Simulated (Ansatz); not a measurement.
# MgB2: the cost of one run

Program: Ansatz 0.2.0. Level of theory: DFT r²SCAN, scalar-relativistic, plane waves, PAW. These are calculated values, not measurements.

### Step 1. Starting point

Symmetry: P6/mmm, No. 191, hexagonal system. Conventional cell: a = 3.071 Å, b = 3.071 Å, c = 3.506 Å, α = 90.00°, β = 90.00°, γ = 120.00°. Mg (site symmetry 6/mmm) is surrounded by 12 B at 2.49 Å. B (site symmetry -6m2) has 3 B at 1.77 Å and 6 Mg at 2.49 Å as nearest neighbours.

Coordinates:

```cif
data_structure
_symmetry_space_group_name_H-M 'P 1'
_symmetry_Int_Tables_number 1
_cell_length_a 3.0705
_cell_length_b 3.0705
_cell_length_c 3.5060
_cell_angle_alpha 90.000
_cell_angle_beta 90.000
_cell_angle_gamma 120.000
_cell_volume 28.63
loop_
_atom_site_label
_atom_site_type_symbol
_atom_site_fract_x
_atom_site_fract_y
_atom_site_fract_z
_atom_site_occupancy
Mg1 Mg 0.00000 0.00000 0.00000 1
B1 B 0.33333 0.66667 0.50000 1
B2 B 0.66667 0.33333 0.50000 1
```

An earlier run at r²SCAN left this cell at 9.542 Å³/atom and -0.03 GPa (14×14×12 mesh).

Volume factors to run: 0.980, 1.020, 0.960, 1.040.

### Step 2. At 0.980 of the relaxed volume

The input, input.yaml:

```yaml
crystal:
  lattice:
    - [3.0499136917, 0.0, 0.0]
    - [-1.5249568459, 2.6413027364, 0.0]
    - [0.0, 0.0, 3.482515587]
  atoms:
    - { symbol: Mg, position: [0.0, 0.0, 0.0] }
    - { symbol: B, position: [0.3333333333, 0.6666666667, 0.5] }
    - { symbol: B, position: [0.6666666667, 0.3333333333, 0.5] }
basis:
  ecutwfc: 500
  ecutrho_ratio: 4
kpoints:
  mp_grid: { grid: [14, 14, 12] }
hamiltonian:
  xc: r2scan
scf:
  occupations: { method: gaussian, width: 0.05 }
output:
  forces: true
  stress: true
  eigenvalues: true
relax:
  f_tol: 0.01
  max_steps: 40
  cell: { stress_tol: 0.1, fix: [volume] }
```

Launch:

```
> ansatz run input.yaml --threads 1 --pin off --max-ram 2560MiB --backend cpu --events-out ev --progress --plain --runs-dir out
```

What time and memory should one allow on 1 thread of Intel Xeon Platinum 8175M at 2.50GHz (Skylake/Cascade Lake), shared host?

About 32 s, with a peak of 0.52 GiB.
